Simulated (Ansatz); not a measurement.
# BH6SbSi: the cost of one run

All numbers below are computed with Ansatz 0.2.0 (RKS PBE/def2-SVP).

### Step 1. The structure to begin with

Bond lengths: Si1–B2 1.956 Å, B2–Sb3 2.237 Å, Si1–H4 1.473 Å, Si1–H5 1.473 Å, Si1–H6 1.473 Å, B2–H7 1.170 Å, Sb3–H8 1.694 Å, Sb3–H9 1.693 Å. Angles: Si1–B2–Sb3 122.8°, Si1–B2–H7 122.1°, Sb3–B2–H7 115.1°, B2–Si1–H4 112.2°, B2–Si1–H5 114.7°, B2–Si1–H6 112.8°, H4–Si1–H5 105.0°, H4–Si1–H6 106.3°, H5–Si1–H6 105.0°, B2–Sb3–H8 92.1°, B2–Sb3–H9 92.7°, H8–Sb3–H9 88.2°.

As a file:

```xyz
9

Si   -0.6404    0.8432   -0.8110
B     1.0337    0.0307   -0.2071
Sb    1.1259   -1.4680    1.4510
H    -1.5949   -0.1577   -1.3179
H    -0.4911    1.8173   -1.9057
H    -1.3380    1.5755    0.2596
H     2.0637    0.2909   -0.6979
H    -0.1887   -2.3332    0.8250
H     0.0299   -0.5988    2.4040
```

### Step 2. Relaxing end A

input.yaml

```yaml
crystal:
  periodic: [false, false, false]
  atoms:
    - { symbol: Si, position_ang: [-0.64044, 0.84321, -0.81096] }
    - { symbol: B, position_ang: [1.03368, 0.03065, -0.2071] }
    - { symbol: Sb, position_ang: [1.12591, -1.46796, 1.45096] }
    - { symbol: H, position_ang: [-1.59491, -0.15765, -1.31795] }
    - { symbol: H, position_ang: [-0.49112, 1.81732, -1.90572] }
    - { symbol: H, position_ang: [-1.33804, 1.57552, 0.25961] }
    - { symbol: H, position_ang: [2.06371, 0.29087, -0.69787] }
    - { symbol: H, position_ang: [-0.18868, -2.33318, 0.82499] }
    - { symbol: H, position_ang: [0.02989, -0.5988, 2.40405] }
basis:
  gaussian: { orbitals: def2-SVP }
hamiltonian:
  xc: pbe
relax:
  f_tol: 0.015
  max_steps: 40
```

Run with:

```
> ansatz run input.yaml --threads 1 --pin off --max-ram 2048MiB --backend cpu --events-out ev --progress --plain --runs-dir out
```

What time and memory should one allow on 1 thread of an Arm CPU, shared host?

About 50 s, with a peak of 0.12 GiB.
